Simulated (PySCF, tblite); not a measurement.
# C5H11NOSi3: geometry, infrared bands and NMR shifts

Wanted: the infrared bands and NMR shifts of C5H11NOSi3 (`N#CCC[Si@H](C#C[SiH3])O[SiH3]`), by calculation.

Programs: tblite 0.8.0 and PySCF 2.14.0, with density-fitted response routines of our own. Each step states its level of theory. These are calculated values for one molecule in the gas phase, unless marked as measured. Atoms are numbered from 0 throughout.

### 1 Starting geometry

21 atoms, charge 0, multiplicity 1; geometry from: force field or distance geometry start.

Bonds of the start (Å): N0–C1 1.14, C1–C2 1.47, C2–C3 1.49, C3–Si4 1.87, Si4–C5 1.83, C5–C6 1.21, C6–Si7 1.82, Si4–O8 1.72, O8–Si9 1.71, C2–H10 1.13, C2–H11 1.10, C3–H12 1.12, C3–H13 1.11, Si4–H14 1.46, Si7–H15 1.47, Si7–H16 1.46, Si7–H17 1.47, Si9–H18 1.47, Si9–H19 1.48, Si9–H20 1.46.

### 2 Optimising the geometry with GFN2-xTB

What the job is given:

```
{"job": {"kind": "relax", "xc": "GFN2-xTB", "basis": "xTB"}, "charge": 0, "multiplicity": 1}
N     -2.173800     4.531100     0.567500
C     -1.936100     3.464600     0.258900
C     -1.579400     2.083700    -0.098100
C     -0.980400     1.377200     1.062800
Si    -0.517400    -0.394700     0.678400
C      1.262800    -0.520800     0.257400
C      2.443200    -0.581700    -0.005300
Si     4.224500    -0.695500    -0.366300
O     -1.385200    -1.000700    -0.675200
Si    -1.771800    -2.637200    -0.346300
H     -2.538000     1.584500    -0.424300
H     -0.918400     2.137300    -0.974700
H     -1.703400     1.416500     1.923700
H     -0.068000     1.922400     1.386500
H     -0.849100    -1.214500     1.840100
H      4.893000     0.459600     0.258700
H      4.839000    -1.914500     0.154500
H      4.379900    -0.549800    -1.818000
H     -3.231600    -2.842100    -0.329000
H     -1.162400    -3.491200    -1.393800
H     -1.236200    -3.117300     0.924300
```

The run is started by

```console
> OMP_NUM_THREADS=1 python probes_run.py task.json out
```

This one command runs all jobs of the session in turn.

**Question.** This job is followed by: GFN2-xTB harmonic vibrations, gas phase; GIAO PBE0/pcSseg-1 NMR shielding, non-relativistic, gas phase. What will the session give for the following? strongest single infrared mode (GFN2-xTB); zero-point energy (GFN2-xTB); ¹³C shifts against TMS (PBE0/pcSseg-1); ¹H shifts against TMS (PBE0/pcSseg-1, means over atoms taken as alike); ¹⁵N shifts against NH3 (PBE0/pcSseg-1); ²⁹Si shifts against TMS (PBE0/pcSseg-1); ¹⁷O shifts against H2O (PBE0/pcSseg-1).

As calculated:

```
                                                              quantity                                         value
                             strongest single infrared mode (GFN2-xTB)                         1086 cm⁻¹, 689 km/mol
                                          zero-point energy (GFN2-xTB)                                 83.9 kcal/mol
                                ¹³C shifts against TMS (PBE0/pcSseg-1)           125.4, 118.8, 113.1, 19.3, 11.5 ppm
¹H shifts against TMS (PBE0/pcSseg-1, means over atoms taken as alike)  5.19, 5.13, 4.27, 2.57, 2.21, 1.30, 0.91 ppm
                                ¹⁵N shifts against NH3 (PBE0/pcSseg-1)                                     298.2 ppm
                               ²⁹Si shifts against TMS (PBE0/pcSseg-1)                       -38.6, -42.2, -99.1 ppm
                                ¹⁷O shifts against H2O (PBE0/pcSseg-1)                                      19.0 ppm
```

In words: The optimisation took 187 steps and gained 0.976 eV; among the close pairs (by a distance rule), Si4–O8 changed most, from 1.718 to 1.623 Å. The lowest mode is slightly imaginary (15i cm⁻¹), a soft motion within the noise of the Hessian, so the minimum is not strictly shown. The strongest single mode, at 1086 cm⁻¹, moves mainly O8. GFN2-xTB is a fitted tight-binding method: band positions and strengths are rough. Its intensities can rank the bands wrongly. C1 (nitrile carbon) lies farthest downfield among carbon, at 125.4 ppm; typical of a nitrile. At PBE0/pcSseg-1: The largest span, 495 ppm, is at N0, where the paramagnetic term is -370 ppm.
